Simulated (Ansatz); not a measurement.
# CH₉NOSi₂: a ladder of functionals and wavefunction methods

The task here is to estimate one member of a computed series from the others.

The runs use Ansatz 0.2.0, Gaussian basis; functionals in def2-TZVPP, the program's frozen cores in correlated methods.

Levels to be run: LDA (SPW92), PBE-D4, revPBE-D4, BLYP-D4, r2SCAN-D4, B97M-V, PBE0-D4, B3LYP-D4, r2SCANh-D4, r2SCAN0-D4, HSE06-D4, BHLYP-D4, CAM-B3LYP-D4, LC-ωPBE, ωB97X-V, ωB97M-V, B2PLYP, PBE-QIDH; CCSD(T)/def2-SVP; CCSD(T)/def2-TZVPP; MP2/def2-QZVPP; extrapolation to the limit; RPA on PBE.

## The relaxed structure

All runs share one geometry, relaxed beforehand with PBE0-D4 in a triple-zeta def2 set.

14 atoms, charge 0, spin multiplicity 1.

Atoms are counted from 1 here; the program's logs count them from 0.

Bond lengths: C1–Si2 1.870 Å, C1–H6 1.093 Å, C1–H7 1.092 Å, C1–H8 1.094 Å, Si2–N3 1.748 Å, Si2–Si4 2.350 Å, Si2–H9 1.497 Å, N3–H10 1.010 Å, N3–H11 1.010 Å, Si4–O5 1.658 Å, Si4–H12 1.493 Å, Si4–H13 1.489 Å, O5–H14 0.965 Å. Angles: Si2–C1–H6 110.4°, Si2–C1–H7 111.0°, Si2–C1–H8 111.1°, H6–C1–H7 108.1°, H6–C1–H8 107.7°, H7–C1–H8 108.4°, C1–Si2–N3 106.9°, C1–Si2–Si4 112.4°, C1–Si2–H9 108.6°, N3–Si2–Si4 100.4°, N3–Si2–H9 114.1°, Si4–Si2–H9 114.1°, Si2–N3–H10 118.1°, Si2–N3–H11 117.7°, H10–N3–H11 109.1°, Si2–Si4–O5 102.8°, Si2–Si4–H12 113.3°, Si2–Si4–H13 114.0° and more.

Coordinates:

```xyz
14
CH9NOSi2
C    -1.4048   -0.3043    1.2996
Si    0.3144    0.1242    0.7020
N     1.0361   -1.3585    0.1235
Si    0.2836    1.3849   -1.2814
O     0.1665    0.2204   -2.4560
H    -1.9220    0.5933    1.6467
H    -1.9982   -0.7480    0.4970
H    -1.3680   -1.0109    2.1334
H     1.0643    0.7701    1.8248
H     2.0172   -1.3482   -0.1162
H     0.8267   -2.2095    0.6256
H     1.5136    2.2072   -1.4784
H    -0.8783    2.3098   -1.3925
H     0.3360   -0.6599   -2.0993
```

The first run:

Input file in.yaml:

```yaml
crystal:
  periodic: [false, false, false]
  atoms:
    - {symbol: C, position_ang: [-1.404806, -0.304305, 1.299631]}
    - {symbol: Si, position_ang: [0.314366, 0.124179, 0.701995]}
    - {symbol: N, position_ang: [1.036091, -1.358477, 0.123462]}
    - {symbol: Si, position_ang: [0.283632, 1.384928, -1.281401]}
    - {symbol: O, position_ang: [0.166514, 0.220444, -2.455975]}
    - {symbol: H, position_ang: [-1.921962, 0.593295, 1.646658]}
    - {symbol: H, position_ang: [-1.998229, -0.747959, 0.496950]}
    - {symbol: H, position_ang: [-1.367954, -1.010910, 2.133444]}
    - {symbol: H, position_ang: [1.064297, 0.770125, 1.824827]}
    - {symbol: H, position_ang: [2.017191, -1.348249, -0.116214]}
    - {symbol: H, position_ang: [0.826655, -2.209480, 0.625585]}
    - {symbol: H, position_ang: [1.513589, 2.207234, -1.478398]}
    - {symbol: H, position_ang: [-0.878325, 2.309825, -1.392456]}
    - {symbol: H, position_ang: [0.336043, -0.659851, -2.099310]}
basis:
  gaussian: {orbitals: def2-TZVPP}
hamiltonian: {xc: lda}
output: {orbitals: {seedname: orbitals}}
```

Command:

```
$ ansatz run in.yaml --threads 4 --pin off --events-out ev --progress --plain --max-ram 10444MiB
```

Steps of the session up to this table: LDA; PBE-D4 (GGA); revPBE-D4 (GGA); BLYP-D4 (GGA); r2SCAN-D4 (meta-GGA); B97M-V (meta-GGA); B3LYP-D4 (hybrid); r2SCANh-D4 (hybrid); r2SCAN0-D4 (hybrid); HSE06-D4 (hybrid); BHLYP-D4 (hybrid); CAM-B3LYP-D4 (range-separated); LC-ωPBE (range-separated); ωB97X-V (range-separated); ωB97M-V (range-separated); B2PLYP (double hybrid); PBE-QIDH (double hybrid).

One of the session's tables, all rows but one given; the rest of the session is left out.

It belongs to the step «Frontier levels by functional». 

```
  functional  HOMO (eV)  gap (eV)
 LDA (SPW92)      -6.11      4.78
      PBE-D4      -6.01      4.91
   revPBE-D4      -5.96      4.97
     BLYP-D4      -5.91      4.93
   r2SCAN-D4      -6.27      5.54
      B97M-V      -6.39      5.41
     PBE0-D4      -7.24      6.98
    B3LYP-D4      -7.06      6.58
  r2SCANh-D4      -6.73      6.28
  r2SCAN0-D4      -7.42      7.37
    HSE06-D4      -6.85      6.21
    BHLYP-D4          ?         ?
CAM-B3LYP-D4      -8.59      9.28
     LC-ωPBE      -9.87     11.76
     ωB97X-V      -9.56     11.26
     ωB97M-V      -9.36     10.71
```

Estimate the missing values for BHLYP-D4.

Worked estimate for «HOMO (eV)». Against the share of exact exchange, BLYP-D4 (0, -5.91), B3LYP-D4 (0.2, -7.06) give a slope of -5.75 per unit share; at 0.5 the line stands at -8.78.

The run gave: HOMO (eV): -8.41; gap (eV): 8.96. In «HOMO (eV)» the line misses by -0.37.
